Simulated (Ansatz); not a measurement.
# HfN: the cost of one run

Method: DFT PBEsol, scalar-relativistic, plane waves, PAW, in Ansatz 0.2.0.

## 1. The system as given

Symmetry: Pm-3m, No. 221, cubic system. The conventional cell has a = 2.790 Å, b = 2.790 Å, c = 2.790 Å, α = 90.00°, β = 90.00°, γ = 90.00°. Around Hf (site symmetry m-3m) lie 8 N at 2.42 Å. N (site symmetry m-3m) is surrounded by 8 Hf at 2.42 Å.

Structure file:

```
Hf N
1.0
     2.79044    0.00000    0.00000
     0.00000    2.79044    0.00000
     0.00000    0.00000    2.79044
Hf N
1 1
Cartesian
  0.0000 0.0000 0.0000
  1.3952 1.3952 1.3952
```

An earlier run at PBEsol left this cell at 10.864 Å³/atom and 0.09 GPa (12×12×12 mesh).

Volume factors to run: 0.980, 1.020, 0.960, 1.040.

## 2. At 0.980 of the relaxed volume

input.yaml reads:

```yaml
crystal:
  lattice:
    - [2.7717066961, 0.0, 0.0]
    - [0.0, 2.7717066961, 0.0]
    - [0.0, 0.0, 2.7717066961]
  atoms:
    - { symbol: Hf, position: [0.0, 0.0, 0.0] }
    - { symbol: "N", position: [0.5, 0.5, 0.5] }
basis:
  ecutwfc: 420
  ecutrho_ratio: 4
kpoints:
  mp_grid: { grid: [12, 12, 12] }
hamiltonian:
  xc: pbesol
scf:
  occupations: { method: gaussian, width: 0.05 }
output:
  forces: true
  stress: true
  eigenvalues: true
```

Q: Estimate wall time and peak memory on 4 threads of an Arm CPU, shared host.

About 1.4 s, with a peak of 0.32 GiB.
